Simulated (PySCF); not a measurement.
The system is Cl2BGeH3, in a box.

```
Cl B Ge H
1.0
    13.00000    0.00000    0.00000
     0.00000   13.00000    0.00000
     0.00000    0.00000   13.00000
Cl B Ge H
2 1 1 3
Direct
  0.61698 0.41142 0.62096
  0.39915 0.35268 0.57450
  0.49828 0.44267 0.56733
  0.47294 0.58270 0.49628
  0.43962 0.56440 0.38427
  0.38502 0.63930 0.55158
  0.56958 0.65055 0.49747
```

Base run:

| Quantity | Value |
| --- | --- |
| Program | PySCF 2.14.0 |
| Functional | wB97X |
| Potentials or basis | pob-tzvp-rev2 (all-electron) |
| k mesh | 1 × 1 × 1 |
| Occupations | fixed |
| Spin | no spin polarisation |

Its results: gap between the frontier levels 11.15 eV.

Task: After a change of settings the same cell gave: gap between the frontier levels 4.30 eV. Which change was it?
A. functional from wB97X to SCAN0
B. functional from wB97X to PBE0; dispersion from none to D3(BJM)
C. functional from wB97X to SOGGA11

Result: C.

wB97X gives the wider gap, since exact exchange removes part of the self-interaction.

Caveats: this is a molecule in a periodic box at the Γ point, so its band gap is the HOMO-LUMO gap; relativity is left out, which matters for the heavier elements; the basis of atomic orbitals isn't converged, which shifts pressures, moduli and gaps.
